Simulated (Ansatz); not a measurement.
# BCl₃FHSi: up Jacob's ladder to CCSD(T)

How much do the methods differ for BCl₃FHSi? The plan is to run it at one geometry with functionals of several rungs and with coupled cluster. The yardstick is the atomisation energy at the CCSD(T) limit.

Method: functionals in def2-TZVPP, the program's frozen cores in correlated methods; program: Ansatz 0.2.0, Gaussian basis.

Plan: LDA (SPW92), PBE-D4, revPBE-D4, BLYP-D4, r2SCAN-D4, B97M-V, PBE0-D4, B3LYP-D4, r2SCANh-D4, r2SCAN0-D4, HSE06-D4, BHLYP-D4, CAM-B3LYP-D4, LC-ωPBE, ωB97X-V, ωB97M-V, B2PLYP, PBE-QIDH; CCSD(T)/def2-SVP; CCSD(T)/def2-TZVPP; MP2/def2-QZVPP; extrapolation to the limit; RPA on PBE.

## Step 1: The geometry

All runs share one geometry, relaxed beforehand with PBE0-D4 in a triple-zeta def2 set.

7 atoms, charge 0, spin multiplicity 1.

Atoms are counted from 1 here; the program's logs count them from 0.

Bond lengths: F1–B2 1.313 Å, B2–Si3 2.031 Å, B2–H7 1.199 Å, Si3–Cl4 2.037 Å, Si3–Cl5 2.043 Å, Si3–Cl6 2.043 Å. Angles: F1–B2–Si3 120.0°, F1–B2–H7 118.3°, Si3–B2–H7 121.7°, B2–Si3–Cl4 113.3°, B2–Si3–Cl5 108.6°, B2–Si3–Cl6 108.5°, Cl4–Si3–Cl5 108.8°, Cl4–Si3–Cl6 108.8°, Cl5–Si3–Cl6 108.7°.

As a file:

```tsv
atom	x (Å)	y (Å)	z (Å)
F1	0.4126	-2.1403	0.5714
B2	0.7494	-0.8714	0.5782
Si3	-0.4282	0.4972	-0.3525
Cl4	-2.0645	-0.3235	-1.2457
Cl5	0.6839	1.4578	-1.7714
Cl6	-1.0499	1.8665	1.0300
H7	1.7581	-0.5545	1.1443
```

## Step 2: LDA

This LDA is Slater exchange with PW92 correlation.

in.yaml reads:

```yaml
crystal:
  periodic: [false, false, false]
  atoms:
    - {symbol: F, position_ang: [0.412593, -2.140259, 0.571396]}
    - {symbol: B, position_ang: [0.749399, -0.871387, 0.578174]}
    - {symbol: Si, position_ang: [-0.428214, 0.497153, -0.352502]}
    - {symbol: Cl, position_ang: [-2.064476, -0.323471, -1.245689]}
    - {symbol: Cl, position_ang: [0.683858, 1.457777, -1.771382]}
    - {symbol: Cl, position_ang: [-1.049933, 1.866544, 1.030046]}
    - {symbol: H, position_ang: [1.758075, -0.554459, 1.144258]}
basis:
  gaussian: {orbitals: def2-TZVPP}
hamiltonian: {xc: lda}
output: {orbitals: {seedname: orbitals}}
```

Further steps of the session: PBE-D4 (GGA); revPBE-D4 (GGA); BLYP-D4 (GGA); r2SCAN-D4 (meta-GGA); B97M-V (meta-GGA); PBE0-D4 (hybrid); B3LYP-D4 (hybrid); r2SCANh-D4 (hybrid); r2SCAN0-D4 (hybrid); HSE06-D4 (hybrid); BHLYP-D4 (hybrid); CAM-B3LYP-D4 (range-separated); LC-ωPBE-D4 (range-separated); ωB97X-V (range-separated); ωB97M-V (range-separated); B2PLYP (double hybrid); PBE-QIDH (double hybrid); CCSD(T) in def2-SVP; CCSD(T) in def2-TZVPP; MP2 in def2-QZVPP; RPA on PBE orbitals.

Q: Predict the results of all the runs planned. Wanted: atomisation energy, CCSD(T)/CBS; farthest beyond LDA; mean size of error, GGA; mean size of error, meta-GGA; mean size of error, hybrid; mean size of error, range-separated; mean size of error, double hybrid; gap, smallest and largest; T1 diagnostic.

As calculated:

```
                               quantity                                                   value
        atomisation energy, CCSD(T)/CBS                                           2492.8 kJ/mol
 functionals within 12.5 kJ/mol (0.5 %)  revPBE-D4, r2SCAN0-D4, CAM-B3LYP-D4, LC-ωPBE, PBE-QIDH
                    farthest beyond LDA                                 BHLYP-D4 (-86.7 kJ/mol)
                mean size of error, GGA                                             33.6 kJ/mol
           mean size of error, meta-GGA                                             42.1 kJ/mol
             mean size of error, hybrid                                             30.3 kJ/mol
    mean size of error, range-separated                                             17.1 kJ/mol
      mean size of error, double hybrid                                             26.0 kJ/mol
              gap, smallest and largest               3.71 eV (LDA (SPW92)), 11.20 eV (LC-ωPBE)
                          T1 diagnostic                                                  0.0115
triples share of the correlation energy                                                   3.9 %
```

**Reading.** LDA overbinds by 382.2 kJ/mol (15 %). PBE-D4 misses by +63.9 kJ/mol. Double hybrids carry the basis error of their MP2 part in triple zeta, and no dispersion term here, so their miss is partly the set-up's. By mean error the best rung here is range-separated (17.1 kJ/mol) and the worst beyond LDA is meta-GGA (42.1 kJ/mol). The reference freezes the cores and leaves out relativity and excitations past (T), so misses under about 12.5 kJ/mol can't be ranked. Hartree-Fock recovers 76 % of the binding; the rest is correlation. CCSD(T) in def2-SVP is off by -195.2 kJ/mol, which most functionals beat. Orbital gaps span 3.7 to 11.2 eV; exact exchange widens them.
